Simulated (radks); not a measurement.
# Valence configurations of Pr³⁺

The task here is to estimate one member of a computed series from the others.

The numbers are computed with radks (a radial shooting solver on a logarithmic mesh, Libxc functionals) version 1 (scalar-relativistic Kohn-Sham, r2SCAN, spin-polarised, spherical densities, finite nucleus; open shells are filled with parallel spins first), except any that are marked as measured or tabulated.

## Starting point

```
element            : praseodymium (Z = 59)
charge             : +3
electrons          : 56
configuration      : [Xe] 4f2
nuclear rms radius : 4.8919 fm
others tried       : 4f1 5d1; 4f1 6s1; 4f1 6p1; 5d1 6p1; 4f1 6s0.5 6p0.5; 4f1.5 5d0.5; 5d2; 5d1 6s1; 6s2
```

Outer shells as boxes (Hund's rule):

Pr³⁺
```
[Xe] core
4f [↑ ][↑ ][  ][  ][  ][  ][  ]
```

The first run:

Input:

```text
Z 59
configuration [Xe] 4f2
relativity scalar-relativistic
functional r2scan,r2scan
spin polarised
nucleus finite rms 4.8919 fm
c 137.035999084
```

Steps of the session up to this table: [Xe] 4f2.

One of the session's tables, all rows but one given; the rest of the session is left out.

It belongs to the step «[Xe] 4f2». From the orbitals of this run (lengths in bohr):

```
  level     <r>  outermost maximum (interpolated)  90 % within  nodes
  4d up  0.7233                             0.634         1.09      1
4d down  0.7234                             0.634         1.09      1
  5s up   1.470                              1.34         2.10      4
5s down       ?                                 ?            ?      ?
  5p up   1.670                              1.49         2.41      3
5p down   1.686                              1.50         2.44      3
  4f up   1.004                             0.676         1.70      0
4f down   1.021                             0.677         1.75      0
```

Estimate the missing values for 5s down.

The run gave: <r>: 1.483; outermost maximum (interpolated): 1.34; 90 % within: 2.12; nodes: 4. In the column «<r>» it lies between 5s up (1.470) and 5p up (1.670).
